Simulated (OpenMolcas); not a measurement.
# Mo⁴⁺ among point charges: CASSCF and CASPT2 levels and susceptibility

Aim: the splitting of the states of Mo⁴⁺ in the field of 6 point charges, its lowest levels with spin-orbit coupling and its magnetic susceptibility.

The numbers are computed with OpenMolcas 26.06 (state-averaged CASSCF and CASPT2, spin-orbit coupling by RASSI with atomic mean-field integrals), except any that are marked as measured or tabulated.

## 1. The system

| Item | Value |
| --- | --- |
| Species | Mo⁴⁺ (molybdenum, Z = 42, 38 electrons) |
| Basis | ANO-RCC-VTZP [7s6p4d2f1g], 68 functions |
| Scalar Hamiltonian | DKH2, point nucleus |
| Inactive shells | 1s 2s 2p 3s 3p 3d 4s 4p |
| Active space | 2 electrons in 5 orbitals (4d) |
| Some configurations of this space | 4d2 |
| Orbitals | optimised for each spin and parity, averaged over all roots |

Outer shells as boxes (Hund's rule):

4d2
```
4d [↑ ][↑ ][  ][  ][  ]
```

The ion sits among 6 point charges of -1.7 e arranged as an octahedron (Oh), 2.01 Å from the ion.

The work runs as a chain of OpenMolcas steps in one folder; each step below is one input file. Labels, J, g values, rates, χT and fits are worked out afterwards by a script from the matrices that RASSI stores. The input lists half of the charges; inversion (Group=XYZ) makes the rest.

## 2. Basis and integrals

The input, a.inp:

```
&GATEWAY
Coord
1

Mo 0.0 0.0 0.0
Basis=ANO-RCC-VTZP
Group=XYZ
NoMove
AngMom=0.0 0.0 0.0
AMFI
XField
3 Angstrom 0
2.010000 0.000000 0.000000 -1.700000
0.000000 2.010000 0.000000 -1.700000
0.000000 0.000000 2.010000 -1.700000
&SEWARD
```

On the command line:

```console
$ OMP_NUM_THREADS=1 MOLCAS_MEM=1689 MOLCAS_PROJECT=a pymolcas a.inp > a.log
```

## 3. CASSCF: triplets of even parity, 10 roots

The input, a.inp:

```
&RASSCF
FileOrb=start.orb
Symmetry=1
Spin=3
nActEl=2 0 0
Inactive=9 9
Ras2=5 0
CIRoot=10 10 1
SDav=10
CIMx=300
Iter=120 100
PrWF=0.3
OrbListing=Nothing
MaxOrb=0
>>> COPY $Project.JobIph JOB001
```

start.orb holds the contracted functions of the basis, ordered by shell, or the orbitals of the step before.

## 4. CASSCF: singlets of even parity, 15 roots

The input, a.inp:

```
&RASSCF
FileOrb=start.orb
Symmetry=1
Spin=1
nActEl=2 0 0
Inactive=9 9
Ras2=5 0
CIRoot=15 15 1
SDav=15
CIMx=300
Iter=120 100
PrWF=0.3
OrbListing=Nothing
MaxOrb=0
>>> COPY $Project.JobIph JOB002
```

## 5. State interaction with spin-orbit coupling

The input, a.inp:

```
&RASSI
NrOfJobIphs=2 10 15
1 2 3 4 5 6 7 8 9 10
1 2 3 4 5 6 7 8 9 10 11 12 13 14 15
IphNames
JOB001
JOB002
EJob
SpinOrbit
DIPRint=1.0
SOCoupling=1000.0
Subsets=2
Property=9
'ANGMOM' 1 'ANGMOM' 2 'ANGMOM' 3 'MLTPL  1' 1 'MLTPL  1' 2 'MLTPL  1' 3
'AMFI' 1 'AMFI' 2 'AMFI' 3
SOProperty=3
'ANGMOM' 1 'ANGMOM' 2 'ANGMOM' 3
```

## 6. CASPT2: IPEA 0.25, imaginary shift 0.1 (closed shells correlated: 4s 4p)

The input, a.inp:

```
>>> COPY JOB001 $Project.JobIph
&CASPT2
Multistate=10 1 2 3 4 5 6 7 8 9 10
NoMult
Frozen=8 6
IPEA=0.25
Imaginary=0.1
MaxIter=60
WThr=0.0 0.3 0.05
PrWF=0.5
NoMix
>>> COPY JOB002 $Project.JobIph
&CASPT2
Multistate=15 1 2 3 4 5 6 7 8 9 10 11 12 13 14 15
NoMult
Frozen=8 6
IPEA=0.25
Imaginary=0.1
MaxIter=60
WThr=0.0 0.3 0.05
PrWF=0.5
NoMix
```

(Steps that only read results are left out.)

Before running it: what results should come out? Wanted: spin-free ground state; first state of the same spin within the active space; lowest level; next level.

As calculated:

```
                                            quantity                                                                        value
                                              method  SS-CASPT2, IPEA 0.25, imaginary shift 0.1 (closed shells correlated: 4s 4p)
                              spin-free ground state                                              3T1, 3-fold in its orbital part
first state of the same spin within the active space                                                             3T2 at 7630 cm⁻¹
                                        lowest level                                               2-fold E, g = 0.00, 0.00, 0.00
                                          next level                                                                   165.8 cm⁻¹
                                         χT at 300 K                                                               0.24 cm³ K/mol
                           effective moment at 300 K                                                                      1.37 μB
```

Cost by method:

```
                                              method  time of its own steps  time with the reference
                                           A. CASSCF                  6.7 s                    6.7 s
B. SS-CASPT2, IPEA 0.25, imaginary shift 0.1, +4s 4p                  3.9 s                     11 s
```

Times are of one thread on a shared host.

In words: The spin-free ground state (3T1) comes to 96 % from free-ion F terms and keeps the highest spin of the shell. χT at 300 K is 0.24, against 1.00 cm³ K/mol for the spin alone, so spin-orbit coupling lowers it. A ligand-field fit to the states below 45000 cm-1 gives 10Dq = 9539 cm-1, B = 695 cm-1 and C = 2994 cm-1 (C/B = 4.31), with a deviation of 286 cm-1. CASPT2 does not keep the components of a term degenerate, and the means are used. The field of point charges can differ much from that of real complexes. Point charges carry no covalency, so the field is a model and not that of real ligands.
